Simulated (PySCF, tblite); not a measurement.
# C2H12GeOSi4: geometry, infrared bands and NMR shifts

Wanted: the infrared bands and NMR shifts of C2H12GeOSi4 (`C#C[SiH2][Si@]([SiH3])([GeH3])O[SiH3]`), by calculation.

Programs: tblite 0.8.0 and PySCF 2.14.0, with density-fitted response routines of our own. Each step states its level of theory. These are calculated values for one molecule in the gas phase, unless marked as measured. Atoms count from 0, in the outputs and in this text.

## 1. The starting structure

20 atoms, charge 0, multiplicity 1; geometry from: force field or distance geometry start.

Bonds of the start (Å): C0–C1 1.21, C1–Si2 1.81, Si2–Si3 2.26, Si3–Si4 2.21, Si3–Ge5 2.32, Si3–O6 1.73, O6–Si7 1.73, C0–H8 1.06, Si2–H9 1.46, Si2–H10 1.47, Si4–H11 1.47, Si4–H12 1.47, Si4–H13 1.48, Ge5–H14 1.55, Ge5–H15 1.56, Ge5–H16 1.54, Si7–H17 1.48, Si7–H18 1.47, Si7–H19 1.47.

## 2. Relaxing the molecule with GFN2-xTB

What the job is given:

```
{"job": {"kind": "relax", "xc": "GFN2-xTB", "basis": "xTB"}, "charge": 0, "multiplicity": 1}
C      3.336800     1.143300     1.393400
C      2.517200     0.290600     1.135100
Si     1.312900    -1.007500     0.767600
Si    -0.267500    -0.129900    -0.585000
Si     0.796400     0.743700    -2.318900
Ge    -1.356800     1.602700     0.505600
O     -1.355100    -1.333700    -1.184400
Si    -2.280600    -1.944300     0.138900
H      4.040800     1.898700     1.614000
H      1.964100    -2.122100     0.082000
H      0.691600    -1.476400     2.014500
H      1.737800     1.763700    -1.847800
H     -0.188100     1.362700    -3.222200
H      1.536500    -0.314800    -3.035400
H     -1.961500     1.097700     1.840500
H     -0.326600     2.723600     0.825600
H     -2.472500     2.159800    -0.403400
H     -3.131000    -3.053800    -0.357300
H     -3.179200    -0.905500     0.673100
H     -1.420300    -2.488100     1.201600
```

Command:

```sh
OMP_NUM_THREADS=1 python probes_run.py task.json out
```

One launch serves the whole session: the jobs run in the order shown.

The log of the run:

```text
step      E/eV     max force
  0    -633.43366    2.947
  1    -633.63394    3.370
  2    -633.67810    4.366
  3    -633.87990    0.825
  4    -633.94649    0.608
  5    -634.07205    1.028
  6    -634.12090    0.679
  7    -634.19480    0.490
  8    -634.23286    0.558
  9    -634.27344    0.451
 10    -634.30503    0.519
 11    -634.33946    0.505
 12    -634.37480    0.496
 13    -634.39836    0.381
 14    -634.40827    0.288
 15    -634.41532    0.220
 16    -634.42206    0.231
 17    -634.42822    0.278
 18    -634.43395    0.293
 19    -634.43944    0.254
 20    -634.44511    0.230
 21    -634.45114    0.253
 22    -634.45709    0.204
 23    -634.46259    0.174
 24    -634.46812    0.189
 25    -634.47504    0.253
 26    -634.48419    0.270
 27    -634.49376    0.241
 28    -634.50208    0.225
 29    -634.50828    0.147
 30    -634.51199    0.161
 31    -634.51595    0.183
 32    -634.52053    0.163
 33    -634.52427    0.173
 34    -634.52696    0.124
 35    -634.52912    0.154
 36    -634.53149    0.166
 37    -634.53403    0.162
 38    -634.53742    0.202
 39    -634.54227    0.182
 40    -634.54609    0.188
 41    -634.55016    0.175
 42    -634.55331    0.107
 43    -634.55587    0.115
 44    -634.55825    0.126
 45    -634.56106    0.119
 46    -634.56386    0.105
 47    -634.56585    0.084
 48    -634.56682    0.061
 49    -634.56728    0.044
 50    -634.56768    0.044
 51    -634.56822    0.052
 52    -634.56899    0.079
 53    -634.56989    0.098
 54    -634.57068    0.077
 55    -634.57121    0.060
 56    -634.57156    0.036
 57    -634.57186    0.054
 58    -634.57217    0.053
 59    -634.57257    0.043
 60    -634.57307    0.062
 61    -634.57370    0.064
 62    -634.57432    0.067
 63    -634.57473    0.043
 64    -634.57499    0.043
 65    -634.57521    0.043
 66    -634.57557    0.061
 67    -634.57609    0.079
 68    -634.57662    0.067
 69    -634.57695    0.037
 70    -634.57710    0.020
 71    -634.57720    0.019
 72    -634.57732    0.027
 73    -634.57750    0.033
 74    -634.57775    0.032
 75    -634.57798    0.027
 76    -634.57811    0.018
 77    -634.57817    0.018
 78    -634.57822    0.017
 79    -634.57832    0.022
 80    -634.57849    0.032
 81    -634.57872    0.036
 82    -634.57892    0.024
 83    -634.57901    0.017
 84    -634.57906    0.015
 85    -634.57911    0.018
 86    -634.57917    0.021
 87    -634.57927    0.025
 88    -634.57937    0.023
 89    -634.57943    0.017
 90    -634.57947    0.014
 91    -634.57950    0.013
 92    -634.57954    0.019
 93    -634.57960    0.024
 94    -634.57967    0.019
 95    -634.57971    0.011
 96    -634.57973    0.009
```

Wall time 1.4 s (1 thread of Arm Neoverse V1, shared host); peak memory 0.18 GiB.

The steps of the relaxation: (not every step is listed)

| step | energy from step 0 (eV) | largest force (eV/Å) |
| --- | --- | --- |
| 0 | 0.0000 | 2.9474 |
| 1 | -0.2003 | 3.3702 |
| 2 | -0.2444 | 4.3660 |
| 3 | -0.4462 | 0.8248 |
| 4 | -0.5128 | 0.6083 |
| 5 | -0.6384 | 1.0276 |
| 6 | -0.6872 | 0.6795 |
| 7 | -0.7611 | 0.4902 |
| 8 | -0.7992 | 0.5580 |
| 16 | -0.9884 | 0.2306 |
| 24 | -1.0345 | 0.1893 |
| 32 | -1.0869 | 0.1630 |
| 40 | -1.1124 | 0.1882 |
| 48 | -1.1332 | 0.0613 |
| 56 | -1.1379 | 0.0365 |
| 64 | -1.1413 | 0.0425 |
| 72 | -1.1437 | 0.0272 |
| 80 | -1.1448 | 0.0318 |
| 88 | -1.1457 | 0.0225 |
| 91 | -1.1458 | 0.0127 |
| 92 | -1.1459 | 0.0194 |
| 93 | -1.1459 | 0.0239 |
| 94 | -1.1460 | 0.0192 |
| 95 | -1.1460 | 0.0110 |
| 96 | -1.1461 | 0.0095 |

Distances of close pairs at the start and the end, largest changes first:

```
   bond  before (Å)  after (Å)  change (Å)
Si3–Si4       2.214      2.331      +0.117
 O6–Si7       1.726      1.615      -0.112
Si2–Si3       2.258      2.341      +0.083
 Si3–O6       1.730      1.648      -0.082
Si3–Ge5       2.319      2.375      +0.056
Ge5–H15       1.556      1.506      -0.050
 C1–Si2       1.808      1.852      +0.043
Ge5–H14       1.550      1.509      -0.041
```

The end geometry stands in the next job.

## 3. Vibrational analysis with GFN2-xTB

What the job is given:

```
{"job": {"kind": "ir", "xc": "GFN2-xTB", "basis": "xTB"}, "charge": 0, "multiplicity": 1}
C      3.579518     1.248969     1.547254
C      2.770879     0.378628     1.360385
Si     1.510636    -0.946352     1.069114
Si    -0.084297    -0.048675    -0.390417
Si     0.513102     0.552918    -2.561776
Ge    -1.231663     1.724087     0.697583
O     -1.182044    -1.257868    -0.609449
Si    -2.485469    -2.101224    -0.165061
H      4.289087     2.008376     1.714833
H      2.249511    -2.101591     0.529588
H      1.025908    -1.340767     2.406160
H      1.510141     1.627055    -2.487994
H     -0.584619     1.056362    -3.398864
H      1.126817    -0.546432    -3.315927
H     -1.831722     1.447322     2.054676
H     -0.348590     2.909162     0.985035
H     -2.391268     2.367878    -0.022602
H     -2.849678    -2.833062    -1.372779
H     -3.517858    -1.158383     0.264484
H     -2.073540    -2.975724     0.933331
```

The log of the run:

```text
mode    cm-1     km/mol
  1       8.2      0.03
  2      17.3      0.12
  3      27.0      0.19
  4      34.8      0.01
  5      41.3      0.25
  6      46.9      0.45
  7      50.3      0.11
  8      70.2      2.15
  9      73.0      2.00
 10     112.4      4.61
 11     155.0     16.16
 12     165.7     17.80
 13     206.2      1.92
 14     242.9     12.14
 15     267.7     21.29
 16     311.0      5.56
 17     321.2     11.05
 18     368.9     18.81
 19     387.5     11.72
 20     422.4     29.45
 21     451.4      6.76
 22     496.8      6.99
 23     548.6     30.54
 24     569.9     24.90
 25     602.6     47.24
 26     620.3    137.23
 27     632.1    148.84
 28     672.2      8.63
 29     684.8     24.68
 30     693.6    417.66
 31     763.8    728.11
 32     764.4    156.35
 33     785.7    309.63
 34     793.6     68.02
 35     796.3    283.75
 36     804.3    881.46
 37     819.1    153.78
 38     835.6    328.89
 39     892.6    126.42
 40     894.2    109.91
 41    1039.1    684.06
 42    1863.9    288.17
 43    1955.0    503.25
 44    1984.1    496.66
 45    2139.1    322.94
 46    2163.7    165.57
 47    2199.8    269.38
 48    2201.9     26.94
 49    2216.0    210.37
 50    2220.9    357.55
 51    2246.8    385.06
 52    2260.2    208.60
 53    2297.9    260.97
 54    3348.3      1.00
```

It took 1.6 s on 1 thread of Arm Neoverse V1, shared host; peak memory 0.18 GiB.

The strongest bands and the atoms that carry them (share of the mass-weighted mode):

```csv
cm⁻¹,km/mol,atoms
694,417.7,"Si2 29 %, H8 26 %, C0 13 %, H9 12 %"
764,728.1,"H12 24 %, H11 22 %, H13 22 %"
804,881.5,"H14 16 %, H15 16 %, H16 15 %, H19 12 %"
1039,684.1,"O6 77 %, Si7 12 %"
1955,503.2,"H16 50 %, H14 49 %"
1984,496.7,"H15 79 %, H16 10 %"
2221,357.6,H11 90 %
2247,385.1,"H19 57 %, H18 38 %"
```

## 4. Shielding tensors: PBE0/pcSseg-1

The job, as its differences from that of step 3:

```diff
@@ -1,2 +1,2 @@
-{"job": {"kind": "ir", "xc": "GFN2-xTB", "basis": "xTB"}, "charge": 0, "multiplicity": 1}
+{"job": {"kind": "nmr", "xc": "PBE0", "basis": "pcSseg-1"}, "charge": 0, "multiplicity": 1}
 C      3.579518     1.248969     1.547254
```

With the program's defaults for keys left out, this is: GIAO PBE0/pcSseg-1 NMR shielding, non-relativistic, gas phase.

The log of the run:

```text
coarse grid: 78272 points
cycle   1  E = -3392.2422363524  dE = -1.565e-01  |g| = 1.167e+00  |ddm| = 4.242e+00
cycle   2  E = -3391.9708800141  dE =  2.714e-01  |g| = 1.619e+00  |ddm| = 2.247e+00
cycle   3  E = -3392.3911570237  dE = -4.203e-01  |g| = 3.038e-01  |ddm| = 1.808e+00
cycle   4  E = -3392.4075850230  dE = -1.643e-02  |g| = 6.926e-02  |ddm| = 3.221e-01
cycle   5  E = -3392.4082216221  dE = -6.366e-04  |g| = 1.330e-02  |ddm| = 7.206e-02
cycle   6  E = -3392.4082501209  dE = -2.850e-05  |g| = 6.159e-03  |ddm| = 1.963e-02
cycle   7  E = -3392.4082580498  dE = -7.929e-06  |g| = 2.917e-03  |ddm| = 6.292e-03
final grid: 158832 points
cycle   8  E = -3392.4082342430  dE =  8.260e-06  |g| = 6.420e-03  |ddm| = 6.980e-03
cycle   9  E = -3392.4081898854  dE =  4.436e-05  |g| = 1.464e-02  |ddm| = 1.382e-02
cycle  10  E = -3392.4082447204  dE = -5.484e-05  |g| = 3.907e-04  |ddm| = 9.609e-03
cycle  11  E = -3392.4082447516  dE = -3.121e-08  |g| = 5.089e-05  |ddm| = 4.413e-04
cycle  12  E = -3392.4082447520  dE = -3.483e-10  |g| = 1.392e-05  |ddm| = 6.324e-05
converged SCF energy = -3392.4082447520

GIAO shielding tensors (ppm)
atom      isotropic    diamagn.    paramagn.     s11        s22        s33       span
  0 C       79.305     260.872    -181.567     -5.281     -4.093    247.290    252.571
  1 C      104.377     260.485    -156.108     10.932     12.506    289.692    278.760
  2 Si     448.737     880.305    -431.568    428.710    449.814    467.688     38.978
  3 Si     347.093     879.859    -532.766    273.745    300.618    466.914    193.169
  4 Si     459.332     880.488    -421.156    431.276    462.619    484.100     52.825
  5 Ge    1709.247    2759.549   -1050.302   1646.603   1724.468   1756.670    110.068
  6 O      342.499     401.780     -59.281    235.525    387.187    404.786    169.262
  7 Si     389.496     880.761    -491.265    350.829    355.412    462.246    111.417
  8 H       29.817      33.393      -3.577     24.461     24.892     40.096     15.635
  9 H       27.029      28.294      -1.265     23.653     25.322     32.113      8.460
 10 H       26.924      28.851      -1.926     23.906     25.430     31.437      7.531
 11 H       28.193      29.723      -1.530     24.839     26.481     33.259      8.420
 12 H       27.867      29.381      -1.513     24.361     26.281     32.961      8.600
 13 H       27.868      29.125      -1.257     24.402     25.624     33.579      9.177
 14 H       28.100      31.134      -3.033     21.859     22.727     39.715     17.856
 15 H       28.462      31.328      -2.866     21.987     23.425     39.974     17.988
 16 H       28.152      30.858      -2.706     21.759     22.726     39.970     18.211
 17 H       26.806      28.880      -2.074     22.839     24.907     32.671      9.832
 18 H       26.798      30.125      -3.326     22.738     26.360     31.298      8.559
 19 H       26.831      29.749      -2.918     22.906     25.468     32.119      9.213
```

Wall time 81 s (1 thread of Arm Neoverse V1, shared host); peak memory 1.2 GiB.

Shifts follow as δ = σ(reference) − σ, with reference shieldings (ppm) from runs at the same level and on the same kind of geometry: 1H TMS 31.72, 13C TMS 186.9, 29Si TMS 349.2, 17O H2O 336.1, 73Ge GeMe4 1331. The references are single molecules in the gas phase, so shifts against H2O, NH3, PH3, H3PO4 or CFCl3 are not on the usual liquid scales and can be off by tens of ppm. Atoms listed in one row are averaged.

| atoms | environment | σ (ppm) | δ (ppm) |
| --- | --- | --- | --- |
| C0 | terminal alkyne carbon | 79.3 | 107.6 |
| C1 | alkyne carbon | 104.4 | 82.5 |
| H17, H18, H19 | hydrogen on a silicon bonded to O | 26.81 | 4.91 |
| H10 | hydrogen on a silicon bonded to C, Si | 26.92 | 4.79 |
| H9 | hydrogen on a silicon bonded to C, Si | 27.03 | 4.69 |
| H11, H12, H13 | hydrogen on a silicon bonded to Si | 27.98 | 3.74 |
| H14, H15, H16 | hydrogen on a germanium bonded to Si | 28.24 | 3.48 |
| H8 | hydrogen on a terminal alkyne carbon | 29.82 | 1.90 |
| Si3 | silicon bonded to Ge, O, 2 Si | 347.1 | 2.1 |
| Si7 | silicon bonded to O, 3 H | 389.5 | -40.3 |
| Si2 | silicon bonded to C, Si, 2 H | 448.7 | -99.6 |
| Si4 | silicon bonded to Si, 3 H | 459.3 | -110.2 |
| Ge5 | germanium bonded to Si, 3 H | 1709 | -378 |
| O6 | oxygen bonded to 2 Si | 342.5 | -6.4 |

The run also stored atomic charges by several schemes (e):

```
atoms  Mulliken    IAO  Hirshfeld  ESP fit
   C0     -0.20  -0.19      -0.09    -0.33
   C1     -0.18  -0.32      -0.16    -0.16
  Si2      0.44   0.47       0.26     0.32
  Si3      0.40   0.50       0.21     0.18
  Si4      0.25   0.29       0.21     0.22
  Ge5     -0.19   0.13       0.18     0.07
   O6     -0.75  -0.89      -0.31    -0.38
  Si7      0.73   0.89       0.39     0.57
```

Mayer bond orders: C0–C1 2.56, C1–Si2 0.90, Si2–Si3 0.87, Si3–Si4 0.90, Si3–Ge5 0.87, Si3–O6 0.82, O6–Si7 0.93.

## 5. Results

| quantity | value |
| --- | --- |
| strongest single infrared mode (GFN2-xTB) | 804 cm⁻¹, 881 km/mol |
| zero-point energy (GFN2-xTB) | 68.0 kcal/mol |
| 13C shifts against TMS (PBE0/pcSseg-1) | 107.6, 82.5 ppm |
| 1H shifts against TMS (PBE0/pcSseg-1, means over atoms taken as alike) | 4.91, 4.79, 4.69, 3.74, 3.48, 1.90 ppm |
| 29Si shifts against TMS (PBE0/pcSseg-1) | 2.1, -40.3, -99.6, -110.2 ppm |
| 73Ge shifts against GeMe4 (PBE0/pcSseg-1) | -378 ppm |
| 17O shifts against H2O (PBE0/pcSseg-1) | -6.4 ppm |

What this shows: Relaxing lowered the energy by 1.146 eV in 96 steps; the close pair that moved most is Si3–Si4, from 2.214 to 2.331 Å. No mode is imaginary among the 54: a minimum at this level. The strongest single mode, at 804 cm⁻¹, is spread over several atoms, H14, H15, H16, H19 among them. GFN2-xTB is a fitted tight-binding method: band positions and strengths are rough. Its intensities can rank the bands wrongly. At PBE0/pcSseg-1: The widest tensor belongs to C1: span 279 ppm, with a paramagnetic part of -156 ppm. Spin-orbit coupling is left out, which matters for shieldings and couplings at and beside the heavy atoms.
